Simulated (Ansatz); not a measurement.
# Be2Tl: the cost of one run

Program: Ansatz 0.2.0. Level of theory: DFT PBE, scalar-relativistic, plane waves, PAW. These are calculated values, not measurements.

1 further run of the same task is left out (it didn't finish).

## 1. The structure to begin with

It takes space group I4/mcm (No. 140, tetragonal). Conventional cell: a = 5.996 Å, b = 5.996 Å, c = 4.991 Å, α = 90.00°, β = 90.00°, γ = 90.00°. Be (site symmetry m2m) has 4 Tl at 2.56 Å and 3 Be at 2.83 to 2.87 Å as nearest neighbours. Tl (site symmetry 422) is surrounded by 2 Tl at 2.50 Å and 8 Be at 2.56 Å.

As a file:

```cif
data_structure
_symmetry_space_group_name_H-M 'P 1'
_symmetry_Int_Tables_number 1
_cell_length_a 4.9199
_cell_length_b 4.9199
_cell_length_c 4.9199
_cell_angle_alpha 104.910
_cell_angle_beta 104.910
_cell_angle_gamma 119.038
_cell_volume 89.73
loop_
_atom_site_label
_atom_site_type_symbol
_atom_site_fract_x
_atom_site_fract_y
_atom_site_fract_z
_atom_site_occupancy
Be1 Be 0.66700 0.16700 0.83400 1
Be2 Be 0.16700 0.33300 0.50000 1
Be3 Be 0.33300 0.83300 0.16600 1
Be4 Be 0.83300 0.66700 0.50000 1
Tl1 Tl 0.25000 0.25000 0.00000 1
Tl2 Tl 0.75000 0.75000 0.00000 1
```

This is candidate A: Cr2B type (I4/mcm, No. 140).

(A quick probe on a coarse mesh, which set the mesh and smearing, is not shown.)

## 3. A loose first relaxation (candidate A)

Contents of input.yaml:

```yaml
crystal:
  lattice:
    - [-2.998113385, 2.998113385, 2.495633051]
    - [2.998113385, -2.998113385, 2.495633051]
    - [2.998113385, 2.998113385, -2.495633051]
  atoms:
    - { symbol: Be, position: [0.667, 0.167, 0.834] }
    - { symbol: Be, position: [0.167, 0.333, 0.5] }
    - { symbol: Be, position: [0.333, 0.833, 0.166] }
    - { symbol: Be, position: [0.833, 0.667, 0.5] }
    - { symbol: Tl, position: [0.25, 0.25, 0.0] }
    - { symbol: Tl, position: [0.75, 0.75, 0.0] }
basis:
  ecutwfc: 420
kpoints:
  mp_grid: { grid: [4, 4, 4] }
hamiltonian:
  xc: pbe
scf:
  occupations: { method: gaussian, width: 0.1 }
  lower_state_search: "off"
output:
  forces: true
  stress: true
  eigenvalues: true
relax:
  adjacent_minimum: "off"
  f_tol: 0.04
  max_steps: 70
  cell: { stress_tol: 0.4 }
```

Run with:

```console
$ ansatz run input.yaml --threads 1 --pin off --max-ram 2560MiB --backend cpu --events-out ev --progress --plain --runs-dir out
```

**Question.** How long does this run take on 1 thread of Arm Neoverse V2, shared host, and how much memory does it need?

About 60 s, with a peak of 0.37 GiB.
